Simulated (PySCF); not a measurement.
# C7H9NO (2-(methoxymethyl)pyridine): the cost of one run

Programs: PySCF 2.14.0, with routines of our own; each step states its level. All values are computed. Atoms count from 0.

### Step 1. The starting structure

18 atoms, charge 0, multiplicity 1; geometry from: GFN2-xTB.

### Step 2. Relaxing the molecule at PBE0-D3(BJ)/def2-SVP

What the job is given:

```
{"job": {"xc": "PBE0", "basis": "def2-SVP", "d3": "d3bj", "grid": 2, "kind": "geom"}, "charge": 0, "multiplicity": 1}
C     -2.588367     0.084871    -0.570264
O     -2.165740    -0.697483     0.519187
C     -1.165599    -0.077789     1.294399
C      0.170886     0.011664     0.597026
C      0.629074    -1.033514    -0.200025
C      1.861623    -0.905768    -0.815544
C      2.594238     0.253752    -0.608803
C      2.049462     1.233288     0.206229
N      0.868758     1.122134     0.790193
H     -1.766934     0.285677    -1.267846
H     -3.000009     1.043243    -0.231264
H     -3.364119    -0.484864    -1.078250
H     -1.062775    -0.702003     2.188455
H     -1.470416     0.931919     1.603591
H      0.017692    -1.913528    -0.329022
H      2.246681    -1.697364    -1.442715
H      3.560346     0.393646    -1.068354
H      2.576441     2.158436     0.401349
```

Started as:

```
OMP_NUM_THREADS=1 python excited_run.py task.json out
```

The driver reads the jobs from task.json and runs them one after another.

Q: Estimate the wall time and peak memory of this first job on 1 thread of Arm Neoverse V2, shared host.

About 2.2 min, with a peak of 0.79 GiB.
